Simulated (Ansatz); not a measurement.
A nudged elastic band was laid between two geometries of a periodic cell of 31 atoms, Al$_{30}$Cu (host Al, host structure fcc, dopant Cu, one Al atom removed).

All numbers below come from Ansatz, DFT PBE-D3(BJ), scalar-relativistic, plane waves, PAW. Settings: PAW set soft_1, cutoff 420 eV, k mesh 3x3x3, gaussian smearing 0.1 eV, no spin polarisation.

* movable images: 7
* climbing image: yes
* spring: 2.0 to 10.0 eV/Å², energy-weighted
* optimiser: lbfgs
* start path: straight line
* force threshold: 0.05 eV/Å
* iteration limit: 31
* end points: relaxed

Image 0:

```xyz
31
Lattice="8.1000 0.0000 0.0000 0.0000 8.1000 0.0000 0.0000 0.0000 8.1000" Properties=species:S:1:pos:R:3
Al 4.059 -0.003 -0.009
Al 6.086 2.008 0.014
Al 6.084 0.020 2.002
Al 0.007 0.000 -0.008
Al 2.033 2.008 0.015
Al 4.061 4.039 0.007
Al 6.074 6.080 -0.007
Al 2.030 0.017 2.002
Al 4.057 2.017 2.012
Al 6.180 4.011 2.053
Al 4.055 0.011 4.038
Al 6.179 2.061 4.005
Al 6.074 0.000 6.071
Al 0.008 4.015 0.008
Al 2.044 6.076 -0.007
Cu 0.009 1.970 1.964
Al 1.936 4.009 2.055
Al 4.058 6.072 2.006
Al 0.006 0.014 4.008
Al 1.934 2.059 4.003
Al 4.057 4.040 4.036
Al 6.100 6.052 4.041
Al 2.042 -0.004 6.073
Al 4.057 2.010 6.066
Al 6.100 4.049 6.047
Al 0.008 6.057 2.036
Al 2.016 6.051 4.041
Al 0.008 2.044 6.050
Al 2.017 4.046 6.047
Al 4.059 6.080 6.076
Al 0.010 6.047 6.041
```

Image 8:

Only the atoms that move by more than 0.05 Å are listed.
```
Cu16 0.000 4.087 4.087
```

Problem. What changes between the two ends?

Solution. Contacts lost: Al2–Cu16, Al3–Cu16, Al4–Cu16, Al5–Cu16, Al8–Cu16, Al14–Cu16, Cu16–Al19. Contacts made: Cu16–Al22, Cu16–Al25, Cu16–Al26, Cu16–Al27, Cu16–Al28, Cu16–Al29, Cu16–Al31. The atom that moves furthest is Cu16, by 3.00 Å; four of its nearest neighbours are Al4 2.79, Al20 2.81, Al17 2.81, Al10 2.81 Å at the first end and Al12 2.80, Al10 2.80, Al17 2.80, Al20 2.80 Å at the last.

Problem. What energy profile does the band end with?

Solution. The run converged. The highest image is number 4 of 0 to 8, 0.44 eV above the ends, which have the same energy within 2 meV. By the program's own check the climbing image is of a kind that is not told: the force calls were inconclusive, a negative curvature could not be distinguished from the path's own, the only one lies far off the path, or fixed occupations may fill a level only in part (lowest curvatures found: -0.89 and -0.02 eV/Å²). Limits of this set-up: coarse k mesh, a small cell, in which the defect meets its images.

```json
{"image": "0", "path coordinate (Å)": "0.00", "energy (eV)": "0.00", "Al2–Cu16 (Å)": "2.81", "Al3–Cu16 (Å)": "2.81", "Al4–Cu16 (Å)": "2.79"}
{"image": "1", "path coordinate (Å)": "0.59", "energy (eV)": "0.15", "Al2–Cu16 (Å)": "3.12", "Al3–Cu16 (Å)": "3.12", "Al4–Cu16 (Å)": "3.36"}
{"image": "2", "path coordinate (Å)": "0.97", "energy (eV)": "0.31", "Al2–Cu16 (Å)": "3.36", "Al3–Cu16 (Å)": "3.36", "Al4–Cu16 (Å)": "3.71"}
{"image": "3", "path coordinate (Å)": "1.26", "energy (eV)": "0.41", "Al2–Cu16 (Å)": "3.57", "Al3–Cu16 (Å)": "3.57", "Al4–Cu16 (Å)": "4.00"}
{"image": "4", "path coordinate (Å)": "1.54", "energy (eV)": "0.44", "Al2–Cu16 (Å)": "3.78", "Al3–Cu16 (Å)": "3.78", "Al4–Cu16 (Å)": "4.26"}
{"image": "5", "path coordinate (Å)": "1.82", "energy (eV)": "0.41", "Al2–Cu16 (Å)": "3.99", "Al3–Cu16 (Å)": "3.99", "Al4–Cu16 (Å)": "4.53"}
{"image": "6", "path coordinate (Å)": "2.11", "energy (eV)": "0.31", "Al2–Cu16 (Å)": "4.22", "Al3–Cu16 (Å)": "4.22", "Al4–Cu16 (Å)": "4.82"}
{"image": "7", "path coordinate (Å)": "2.48", "energy (eV)": "0.15", "Al2–Cu16 (Å)": "4.51", "Al3–Cu16 (Å)": "4.51", "Al4–Cu16 (Å)": "5.18"}
{"image": "8", "path coordinate (Å)": "3.06", "energy (eV)": "0.00", "Al2–Cu16 (Å)": "4.95", "Al3–Cu16 (Å)": "4.95", "Al4–Cu16 (Å)": "5.70"}
```

Problem. What is the geometry of the highest image?

Solution. 
```xyz
31
Lattice="8.1000 0.0000 0.0000 0.0000 8.1000 0.0000 0.0000 0.0000 8.1000" Properties=species:S:1:pos:R:3
Al 4.054 -0.018 -0.021
Al 6.085 1.997 0.005
Al 6.085 0.008 1.994
Al 0.004 0.017 0.015
Al 2.023 1.996 0.005
Al 4.054 4.048 -0.035
Al 6.083 6.070 -0.004
Al 2.023 0.008 1.994
Al 4.054 1.994 1.992
Al 6.030 4.041 2.026
Al 4.054 -0.033 4.045
Al 6.030 2.028 4.038
Al 6.083 -0.001 6.067
Al 0.004 3.983 0.064
Al 2.025 6.070 -0.004
Cu 0.004 3.033 3.030
Al 2.078 4.041 2.026
Al 4.054 6.102 2.019
Al 0.004 0.066 3.980
Al 2.078 2.028 4.038
Al 4.054 4.074 4.072
Al 6.085 6.061 4.070
Al 2.025 -0.001 6.067
Al 4.054 2.021 6.099
Al 6.085 4.072 6.058
Al 0.004 6.003 2.084
Al 2.023 6.061 4.070
Al 0.004 2.086 6.000
Al 2.023 4.072 6.058
Al 4.054 6.087 6.084
Al 0.004 6.052 6.049
```

Time of the run: 35 min on 4 threads of Arm Neoverse V1, with other jobs on the host, peak memory 4.7 GiB.
